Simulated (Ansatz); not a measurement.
Working through a ladder of methods at one geometry of CH6FGeSb, SMILES [CH3][Sb]([F])[GeH3]

Computed with Ansatz 0.2.0, Python API.

The script reads `ch6fgesb.xyz`:
```text
10

C     0.11420    1.33100   -1.00740
Sb    1.04710   -0.55190   -0.95880
F     2.33060    0.09700    0.38820
Ge   -0.49670   -1.38960    0.88060
H    -0.92240    1.26080   -1.52510
H    -0.07120    1.77420    0.01200
H     0.71430    2.09210   -1.59340
H     0.03140   -2.68530    1.50180
H    -0.70690   -0.29900    2.02510
H    -1.95740   -1.68050    0.27990
```

Typed at the interpreter:
```pycon
>>> import ansatz
>>> mol = ansatz.Crystal.molecule_from_extxyz("ch6fgesb.xyz")
>>> calculation = mol.calculation().basis(gaussian="def2-SVP")
>>> methods = ["mp2", "ccsd", "ccsd_t"]
>>> batch = ansatz.Session.batch([calculation.correlation(m).input() for m in methods])
>>> reports = sorted(batch.plan().execute().molecular_reports, key=lambda each: each["member"])

>>> print(f"Hartree-Fock reference {reports[0]['reference_energy_ev'] / 27.211386246:.6f} Ha")
Hartree-Fock reference -2455.047653 Ha
>>> best = reports[-1]["free_energy_ev"] - reports[-1]["reference_energy_ev"]
>>> for method, each in zip(methods, reports):
...     gained = each["free_energy_ev"] - each["reference_energy_ev"]
...     print(f"{method:8s} total {each['free_energy_ev'] / 27.211386246:.6f} Ha  correlation {gained:9.4f} eV  ({100 * gained / best:.1f} % of the last)")
...
mp2      total -2455.735721 Ha  correlation  -18.7233 eV  (92.3 % of the last)
ccsd     total -2455.774115 Ha  correlation  -19.7680 eV  (97.4 % of the last)
ccsd_t   total -2455.793509 Ha  correlation  -20.2958 eV  (100.0 % of the last)
```

Reading the output:
- Total energies depend on the basis set; only differences at equal settings carry meaning.
- The geometry is a force-field or estimated start, not a minimum of this method, and the basis set is short of its limit. A lower total doesn't mark the better method: functionals have no common bound, and MP2 and coupled cluster aren't variational.
- def2 sets replace the cores of elements past krypton by effective core potentials.
- Inner cores stay frozen; a filled d shell under the valence of the heavier atoms is correlated with it.

(Lines on the test bed's own set-up are left out of the output.)
